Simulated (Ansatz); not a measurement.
# Ta3AsAu2O13 (P1) in Ansatz: single point with PBE

Aim: the single point of Ta3AsAu2O13 with PBE.

Everything below comes from runs of Ansatz 0.2.0. Logs are shortened: lines on timing, memory, paths and dates and some standing lists are left out, and cuts for length are marked.

## (1) The crystal as given

The typed cell holds 19 atoms: a = 5.402 Å, b = 5.959 Å, c = 8.675 Å, α = 100.05°, β = 94.76°, γ = 109.79°.

The cell was built by a generator and needn't be a form met in nature.

## (2) Single point, PBE

Contents of input.yaml:

```yaml
crystal:
  lattice:
    - [5.40201, -0.00077, -0.00162]
    - [-2.0172, 5.60758, -0.00284]
    - [-0.71822, -1.86353, 8.44196]
  atoms:
    - { symbol: Ta, position: [0.37386, 0.58885, 0.59831] }
    - { symbol: Ta, position: [0.46236, 0.26627, 0.18689] }
    - { symbol: Ta, position: [0.7083, 0.86746, 0.02761] }
    - { symbol: As, position: [0.97877, 0.98236, 0.65371] }
    - { symbol: Au, position: [0.10388, 0.53998, 0.17237] }
    - { symbol: Au, position: [0.66302, 0.32022, 0.80522] }
    - { symbol: O, position: [0.06196, 0.03577, 0.14158] }
    - { symbol: O, position: [0.98182, 0.01457, 0.8513] }
    - { symbol: O, position: [0.11152, 0.27055, 0.61508] }
    - { symbol: O, position: [0.16027, 0.81199, 0.58364] }
    - { symbol: O, position: [0.43055, 0.5336, 0.06777] }
    - { symbol: O, position: [0.91171, 0.61275, 0.98081] }
    - { symbol: O, position: [0.60406, 0.15754, 0.98626] }
    - { symbol: O, position: [0.55565, 0.98713, 0.20984] }
    - { symbol: O, position: [0.30756, 0.45473, 0.35006] }
    - { symbol: O, position: [0.79668, 0.50556, 0.28659] }
    - { symbol: O, position: [0.6638, 0.88131, 0.55106] }
    - { symbol: O, position: [0.47145, 0.71751, 0.81742] }
    - { symbol: O, position: [0.65279, 0.45184, 0.61449] }
hamiltonian:
  xc: pbe
  pseudopotentials: { kind: paw, source: jth }
kpoints:
  mp_grid: { grid: [6, 5, 3] }
scf:
  occupations: { method: fermi_dirac, width: 0.05 }
output:
  forces: true
  stress: true
  eigenvalues: true
```

Potentials or basis: JTH PAW.

Started as:

```bash
$ ansatz run input.yaml --threads 8 --pin off --max-ram 20480MiB --backend cpu --events-out ev --progress --plain --runs-dir out
```

The program printed:

```text
Warning: the checks of this Ta dataset prove no rule for summing its radial tables, as where they were carried onto another mesh than they were made on, and Gregory's rule is taken, under which a leading mesh point left out moves its sums only by what lay on the interval it spanned. That does not make them correct, and they differ from Quantum ESPRESSO's on this file; a re-export a fraction of a mesh step off can move them. hamiltonian.pseudopotentials.radial_quadrature: simpson_from_first_knot sums it by `pw.x`'s rule; on a PAW file no value gives `pw.x`'s numbers. What more to know: hamiltonian.pseudopotentials.radial_quadrature, in the input reference
Warning: the checks of this As dataset prove no rule for summing its radial tables, as where they were carried onto another mesh than they were made on, and Gregory's rule is taken, under which a leading mesh point left out moves its sums only by what lay on the interval it spanned. That does not make them correct, and they differ from Quantum ESPRESSO's on this file; a re-export a fraction of a mesh step off can move them. hamiltonian.pseudopotentials.radial_quadrature: simpson_from_first_knot sums it by `pw.x`'s rule; on a PAW file no value gives `pw.x`'s numbers. What more to know: hamiltonian.pseudopotentials.radial_quadrature, in the input reference
Warning: the checks of this Au dataset prove no rule for summing its radial tables, as where they were carried onto another mesh than they were made on, and Gregory's rule is taken, under which a leading mesh point left out moves its sums only by what lay on the interval it spanned. That does not make them correct, and they differ from Quantum ESPRESSO's on this file; a re-export a fraction of a mesh step off can move them. hamiltonian.pseudopotentials.radial_quadrature: simpson_from_first_knot sums it by `pw.x`'s rule; on a PAW file no value gives `pw.x`'s numbers. What more to know: hamiltonian.pseudopotentials.radial_quadrature, in the input reference
Warning: the checks of this O dataset prove no rule for summing its radial tables, as where they were carried onto another mesh than they were made on, and Gregory's rule is taken, under which a leading mesh point left out moves its sums only by what lay on the interval it spanned. That does not make them correct, and they differ from Quantum ESPRESSO's on this file; a re-export a fraction of a mesh step off can move them. hamiltonian.pseudopotentials.radial_quadrature: simpson_from_first_knot sums it by `pw.x`'s rule; on a PAW file no value gives `pw.x`'s numbers. What more to know: hamiltonian.pseudopotentials.radial_quadrature, in the input reference
Warning: RAYON_NUM_THREADS=8 ignored (pool sized by the plan → 8); use --threads N
Engine: ansatz 0.2.0, x86_64-unknown-linux-gnu
Pseudopotentials: kind: paw
Pseudopotential: Ta, paw, valence charge 13, recommended cutoff 1290 eV (normal), Ta.paw.azcp
Pseudopotential: As, paw, valence charge 15, recommended cutoff 1350 eV (normal), As.paw.azcp
Pseudopotential: Au, paw, valence charge 11, recommended cutoff 750 eV (normal), Au.paw.azcp
Pseudopotential: O, paw, valence charge 6, recommended cutoff 1380 eV (normal), O.paw.azcp
Functional definition: PBE
  parameter kappa = 0.804
  parameter beta = 0.06672455060314922
  exchange = pbe_x(kappa = kappa, mu = beta*pi^2/3)
  correlation = pbe_c(beta = beta)
Crystal: 19 atoms, lattice volume = 255.671 Å³
Basis set: ecut = 1380 eV, 29749 PW (Γ), exchange–correlation on 144×150×216 points (8 copies of the dense FFT grid, shifted against one another)
Bands: 96, of which v1, the nominal top of the filled ones, is band 77 counted from 1 (76 counted from 0)
Symmetry: 1 space group operations
Space group: P1 (ITA 1), of the structure as read, at distance tolerance 6.3e-5 Å
k-points: 46 of 90 (time reversal used)
Non-local potential: Ta, projectors of the file, l = 0: 2, l = 1: 2, l = 2: 2
Non-local potential: As, projectors of the file, l = 0: 2, l = 1: 2, l = 2: 2
Non-local potential: Au, projectors of the file, l = 0: 2, l = 1: 2, l = 2: 2
Non-local potential: O, projectors of the file, l = 0: 2, l = 1: 2
PAW form: soft (Blöchl's): semilocal exchange-correlation on the pseudo side does not see the compensation charge
PAW one-centre angular grid: Ta, 590 points (default); XC on 126 of its mesh's 976 points in the sphere
PAW one-centre angular grid: As, 590 points (default); XC on 64 Gauss nodes
PAW one-centre angular grid: Au, 590 points (default); XC on 64 Gauss nodes
PAW one-centre angular grid: O, 110 points (default); XC on 64 Gauss nodes
Initial density: superposition of atomic densities (chi_scale 0.1, normalization cell, long waves kept (reshape's long-wave potential 0.12 eV rms))
Initial wavefunctions: pseudopotential atomic-orbital guess
Functional: x = pbe(κ = 0.804, μ = 0.2195149727645171), c = pbe(β = 0.06672455060314922)
SCF iter   1: F=—  HF=-63010.686406 eV  |F-HF|=—  |Δ(HF+E_count)|=         —  Δρ=1.06e-1  dr2=4.65e1  ethr=3.10e-3  ⟨swp⟩=6.4  Hψ=21990  notcnv=0  defer=111
preconditioner: auto → Resta (q_TF=auto, 2.507 Å⁻¹)  ε∞=6.3  [insulator: Δε(μ)=0.506 eV  Ē_g=11.046 eV  σ=0.050 eV  W_gap=0.99  n_scr=72 (ndim 8)  ℏωp=25.4 eV  f_vac=0.071  D(μ)=0.11/eV (n_scr^D=0)  ε∞_Penn≈6.3]
SCF iter   2: F=—  HF=-63002.483758 eV  |F-HF|=—  |Δ(HF+E_count)|=    8.20e0  Δρ=5.65e-2  dr2=3.89e0  ethr=3.10e-3  ⟨swp⟩=4.8  Hψ=12841  notcnv=0  defer=320
SCF iter   3: F=—  HF=-63000.794278 eV  |F-HF|=—  |Δ(HF+E_count)|=    1.69e0  Δρ=2.82e-2  dr2=2.35e0  ethr=2.52e-3  ⟨swp⟩=3.0  Hψ=8032  notcnv=0  defer=210
automatic band count: iteration 3 solves 91 bands in place of 96: the levels show a gap, and the empty bands left out lie too high to hold charge; the band table lists the bands solved (type scf.n_extra_bands for more)
SCF iter   4: F=—  HF=-63000.433526 eV  |F-HF|=—  |Δ(HF+E_count)|=   3.61e-1  Δρ=1.55e-2  dr2=6.09e-1  ethr=1.52e-3  ⟨swp⟩=2.3  Hψ=6967  notcnv=0  defer=118
automatic band count: iteration 4 solves 89 bands in place of 91: the levels show a gap, and the empty bands left out lie too high to hold charge; the band table lists the bands solved (type scf.n_extra_bands for more)
SCF iter   5: F=—  HF=-63000.391296 eV  |F-HF|=—  |Δ(HF+E_count)|=   4.22e-2  Δρ=6.44e-3  dr2=8.10e-2  ethr=3.95e-4  ⟨swp⟩=2.8  Hψ=7622  notcnv=0  defer=139
SCF iter   6: F=—  HF=-63000.426810 eV  |F-HF|=—  |Δ(HF+E_count)|=   3.55e-2  Δρ=5.69e-3  dr2=8.64e-2  ethr=5.26e-5  ⟨swp⟩=3.0  Hψ=7202  notcnv=0  defer=141
SCF iter   7: F=—  HF=-63000.420780 eV  |F-HF|=—  |Δ(HF+E_count)|=   6.03e-3  Δρ=1.41e-3  dr2=5.61e-3  ethr=5.26e-5  ⟨swp⟩=2.0  Hψ=6416  notcnv=0  defer=141
SCF iter   8: F=—  HF=-63000.422055 eV  |F-HF|=—  |Δ(HF+E_count)|=   1.28e-3  Δρ=8.27e-4  dr2=2.11e-3  ethr=3.64e-6  ⟨swp⟩=2.0  Hψ=6667  notcnv=0  defer=141
SCF iter   9: F=—  HF=-63000.422478 eV  |F-HF|=—  |Δ(HF+E_count)|=   4.22e-4  Δρ=3.94e-4  dr2=5.63e-4  ethr=1.37e-6  ⟨swp⟩=2.0  Hψ=6504  notcnv=0  defer=141
SCF iter  10: F=—  HF=-63000.422744 eV  |F-HF|=—  |Δ(HF+E_count)|=   2.67e-4  Δρ=1.81e-4  dr2=1.08e-4  ethr=3.66e-7  ⟨swp⟩=2.1  Hψ=6119  notcnv=0  defer=141
SCF iter  11: F=—  HF=-63000.422835 eV  |F-HF|=—  |Δ(HF+E_count)|=   9.05e-5  Δρ=1.78e-4  dr2=1.05e-4  ethr=7.01e-8  ⟨swp⟩=2.0  Hψ=6691  notcnv=0  defer=141
SCF iter  12: F=—  HF=-63000.422831 eV  |F-HF|=—  |Δ(HF+E_count)|=   3.45e-6  Δρ=8.59e-5  dr2=2.18e-5  ethr=6.80e-8  ⟨swp⟩=2.0  Hψ=6161  notcnv=0  defer=141
SCF iter  13: F=—  HF=-63000.423185 eV  |F-HF|=—  |Δ(HF+E_count)|=   3.53e-4  Δρ=3.92e-5  dr2=4.71e-6  ethr=1.42e-8  ⟨swp⟩=2.0  Hψ=6416  notcnv=0  defer=141
SCF iter  14: F=—  HF=-63000.423186 eV  |F-HF|=—  |Δ(HF+E_count)|=   1.38e-6  Δρ=2.16e-5  dr2=1.37e-6  ethr=3.06e-9  ⟨swp⟩=2.1  Hψ=6396  notcnv=0  defer=141
SCF iter  15: F=—  HF=-63000.423187 eV  |F-HF|=—  |Δ(HF+E_count)|=   7.39e-7  Δρ=9.68e-6  dr2=3.42e-7  ethr=8.89e-10  ⟨swp⟩=2.2  Hψ=6175  notcnv=0  defer=141
SCF iter  16: F=—  HF=-63000.423187 eV  |F-HF|=—  |Δ(HF+E_count)|=   2.30e-7  Δρ=6.22e-6  dr2=1.30e-7  ethr=6.49e-11  ⟨swp⟩=14.4  Hψ=19706  notcnv=0
SCF iter  17: F=-63000.423187 eV  HF=-63000.423187 eV  |F-HF|=1.33e-8  |Δ(HF+E_count)|=   3.01e-8  Δρ=4.15e-6  dr2=4.77e-8  ethr=6.49e-11  ⟨swp⟩=5.8  Hψ=16314  notcnv=0
SCF 1 converged in 17 iterations: F = -63000.423187 eV  dr2 = 4.77e-8
SCF converged after 17 iterations
Free energy (F): -63000.423187 eV
Harris-Foulkes:  -63000.423187 eV  (|F-HF|=1.33e-8)
Internal energy: -63000.421276 eV  (E = F + TS)
E sigma→0 (E₀):  -63000.422231 eV
Entropy (-TS):   -0.001911 eV (-0.101 meV/atom)
Fermi energy:    7.403281 eV
--- Per-component energies (eV) ---
  E_band       = -1045.140108
  E_kinetic    = 3793.658829
  E_local      = -11191.729899  (includes V_loc(G=0)·N_el)
  E_nonlocal   = 77.576146
  E_hartree    = 4662.592223
  E_xc         = -1931.609190
  E_vxc        = -1952.327898  (∫ρ·V_xc dr)
  E_paw        = -48446.677050  (= ΣΔE_a)
  E_vpaw       = -1097.505359  (= ΣTr[D̂ρ^β])
  E_aug_tail   = 0.000203  (compensation charges beyond the density's cutoff)
  E_ewald      = -9964.232538
  E_smearing   = -0.001911  (= −TS)
  E_closure    = 0.000000  (closes the sum)
  Σ components = -63000.423187   (vs F -63000.423187, Δ=0.00e0)
--- Forces (eV/Å), atoms counted from 1 ---
  atom   1  Ta    -0.08065722     0.02094444    -0.13011014
  atom   2  Ta    -0.12023902    -0.01000613    -0.04980996
  atom   3  Ta    -0.00828696    -0.04745640    -0.08608259
  atom   4  As     0.01800120     0.02316170    -0.02185715
  atom   5  Au     0.05787674     0.08928751    -0.07138254
  atom   6  Au     0.03131616    -0.08842907    -0.02642440
  atom   7  O      0.06992306     0.02978149     0.04371412
  atom   8  O     -0.02224525    -0.02136538     0.04304407
  atom   9  O      0.00199600    -0.01265484     0.00227338
  atom  10  O      0.01225973    -0.01028826     0.00313350
  atom  11  O      0.15284657     0.01821243    -0.06239892
  atom  12  O     -0.04698224     0.12621341    -0.01043294
  atom  13  O     -0.02162802    -0.16512842     0.19772927
  atom  14  O      0.01284071    -0.05517281     0.04474981
  atom  15  O      0.09979888    -0.06859283     0.12332098
  atom  16  O     -0.15723396     0.00465868     0.17190372
  atom  17  O     -0.01784822    -0.00735317    -0.00357294
  atom  18  O      0.00147297     0.01688357     0.08527585
  atom  19  O      0.01672397     0.15726496    -0.25308349
  max |Σ_I F_I| component: 6.49e-5 eV/Å
--- Stress (GPa, compression-positive) ---
        0.857744       0.028871       0.082936
        0.028867       0.565362      -0.330999
        0.082941      -0.331000       1.150230
  P = ⅓ Tr σ = 0.8578 GPa (8.578 kbar)
--- Band table (eV; the first three rows and the last of 46) ---
  k-point 0: bands = ["-61.0445", "-60.9303", "-60.8980", "-29.0286", "-29.0085", "-28.9871", "-28.9239", "-28.9131", "-27.6069", "-27.5114", "-27.4655", "-27.4551", "-27.4422", "-27.4274", "-27.4064", "-27.3674", "-27.3161", "-12.6359", "-11.4573", "-10.5615", "-10.5103", "-10.4581", "-10.2778", "-10.2100", "-10.1286", "-9.7502", "-9.6838", "-9.5594", "-9.4610", "-9.1082", "-2.2228", "0.4059", "0.7807", "1.0176", "1.1321", "1.2628", "1.6605", "1.7139", "1.8159", "2.0326", "2.0767", "2.2193", "2.4023", "2.4761", "2.8402", "2.9926", "3.1612", "3.3080", "3.5390", "3.7326", "3.8523", "3.9508", "4.1157", "4.2166", "4.3368", "4.4253", "4.6089", "4.7281", "4.8137", "5.0899", "5.2510", "5.3503", "5.4978", "5.6549", "5.7468", "5.8249", "5.9336", "6.0500", "6.0806", "6.1965", "6.2647", "6.4241", "6.5248", "6.6189", "6.6618", "7.0012", "7.0184", "7.7912", "9.0401", "10.3444", "10.5524", "10.8524", "10.9158", "11.1837", "11.3363", "11.5661", "12.0807", "12.2107", "12.3683"]
  k-point 1: bands = ["-61.0445", "-60.9303", "-60.8980", "-29.0286", "-29.0085", "-28.9871", "-28.9239", "-28.9131", "-27.6074", "-27.5121", "-27.4648", "-27.4569", "-27.4403", "-27.4269", "-27.4035", "-27.3698", "-27.3168", "-12.6323", "-11.4458", "-10.5709", "-10.5061", "-10.4632", "-10.3121", "-10.2100", "-10.1578", "-9.7380", "-9.6669", "-9.5652", "-9.4264", "-9.1018", "-2.2207", "0.4501", "0.6588", "1.0134", "1.1301", "1.2367", "1.5465", "1.6647", "1.8138", "2.0929", "2.1677", "2.2371", "2.3969", "2.6552", "2.7796", "3.0391", "3.2133", "3.3961", "3.4856", "3.6060", "3.7846", "3.9359", "4.1142", "4.2897", "4.3869", "4.5066", "4.6620", "4.7889", "4.9302", "5.0697", "5.1756", "5.2841", "5.4762", "5.6131", "5.7022", "5.7844", "5.8608", "6.0031", "6.0804", "6.1556", "6.3071", "6.4455", "6.5052", "6.6231", "6.6495", "7.0148", "7.0348", "7.6774", "9.1173", "10.4266", "10.5815", "10.8253", "10.9100", "11.1511", "11.4258", "11.6557", "12.0739", "12.2328", "12.3582"]
  k-point 2: bands = ["-61.0445", "-60.9303", "-60.8980", "-29.0285", "-29.0086", "-28.9871", "-28.9239", "-28.9131", "-27.6063", "-27.5122", "-27.4741", "-27.4505", "-27.4390", "-27.4271", "-27.4050", "-27.3678", "-27.3169", "-12.5738", "-11.3777", "-10.6323", "-10.5843", "-10.4524", "-10.3626", "-10.1920", "-10.1114", "-9.7749", "-9.7023", "-9.5521", "-9.4411", "-9.1078", "-2.0463", "0.4315", "0.7116", "0.9775", "1.0933", "1.3145", "1.6076", "1.7006", "1.8115", "1.9724", "2.0368", "2.3328", "2.4751", "2.6490", "2.8392", "3.0621", "3.1622", "3.2951", "3.4616", "3.6130", "3.8734", "3.9468", "4.0458", "4.2151", "4.2741", "4.4251", "4.6292", "4.8143", "4.9494", "5.0185", "5.2417", "5.3269", "5.5007", "5.6011", "5.7763", "5.8902", "5.9100", "5.9523", "6.1007", "6.2032", "6.2183", "6.3653", "6.4775", "6.5526", "6.7032", "6.8830", "7.0163", "7.8242", "9.0411", "10.3453", "10.5739", "10.8037", "10.9907", "11.2743", "11.4701", "11.5862", "12.1006", "12.2607", "12.4072"]
  k-point 45: bands = ["-61.0445", "-60.9303", "-60.8980", "-29.0285", "-29.0085", "-28.9871", "-28.9239", "-28.9131", "-27.6052", "-27.5164", "-27.4752", "-27.4520", "-27.4384", "-27.4292", "-27.4081", "-27.3653", "-27.3108", "-12.5116", "-11.0869", "-10.8343", "-10.7381", "-10.4392", "-10.2651", "-10.1849", "-10.0951", "-9.8583", "-9.7460", "-9.6030", "-9.4738", "-9.1069", "-1.9465", "0.3718", "0.6220", "0.8855", "0.9722", "1.4118", "1.6364", "1.7486", "1.9601", "2.0563", "2.1995", "2.3264", "2.5007", "2.7623", "2.8961", "3.1298", "3.3214", "3.4756", "3.5787", "3.7110", "3.8513", "3.9412", "4.1077", "4.2240", "4.3856", "4.4326", "4.5748", "4.5870", "4.8515", "4.8739", "5.0502", "5.2187", "5.3403", "5.4741", "5.6097", "5.6495", "5.7331", "5.9599", "6.0876", "6.1353", "6.2611", "6.3803", "6.4644", "6.5934", "6.6327", "6.8772", "7.1532", "7.7512", "8.6592", "10.3402", "10.8679", "10.8983", "11.1363", "11.2917", "11.5426", "11.7424", "11.8857", "12.2621", "12.8289"]
```

Wall time 1.9 min (8 threads of AMD EPYC 7B13 (Zen 3), shared host); peak memory 8.3 GiB.

What came out:

| Property | Result |
| --- | --- |
| Free energy | -63000.4232 eV |
| Pressure | 0.9 GPa |
| Largest force | 0.298 eV/Å |
| Band gap on the k mesh | 0.51 eV, indirect (least direct gap 0.58 eV) |

Forces on the atoms (eV/Å):
```
Ta  -0.081  0.021 -0.130
Ta  -0.120 -0.010 -0.050
Ta  -0.008 -0.047 -0.086
As   0.018  0.023 -0.022
Au   0.058  0.089 -0.071
Au   0.031 -0.088 -0.026
O    0.070  0.030  0.044
O   -0.022 -0.021  0.043
O    0.002 -0.013  0.002
O    0.012 -0.010  0.003
O    0.153  0.018 -0.062
O   -0.047  0.126 -0.010
O   -0.022 -0.165  0.198
O    0.013 -0.055  0.045
O    0.100 -0.069  0.123
O   -0.157  0.005  0.172
O   -0.018 -0.007 -0.004
O    0.001  0.017  0.085
O    0.017  0.157 -0.253
```

Stress tensor (GPa, compression positive):
```
 0.86  0.03  0.08
 0.03  0.57 -0.33
 0.08 -0.33  1.15
```

Levels at points of the mesh, in eV from the valence-band top:
| k point | band 74 | band 75 | band 76 | band 77 | band 78 | band 79 | band 80 | band 81 |
| --- | --- | --- | --- | --- | --- | --- | --- | --- |
| (0.00, 0.00, 0.00) | -0.53 | -0.49 | -0.15 | -0.13 | 0.64 | 1.89 | 3.19 | 3.40 |
| (-0.50, 0.00, 0.00) | -0.63 | -0.58 | -0.26 | -0.12 | 0.55 | 1.73 | 3.40 | 3.55 |

Caveat: odd divisions of the mesh miss points on the zone boundary, where band edges often lie, so the gap on the mesh can be too wide; spin-orbit coupling is left out, which moves the levels of the heavy elements. A k mesh can miss the band edges.
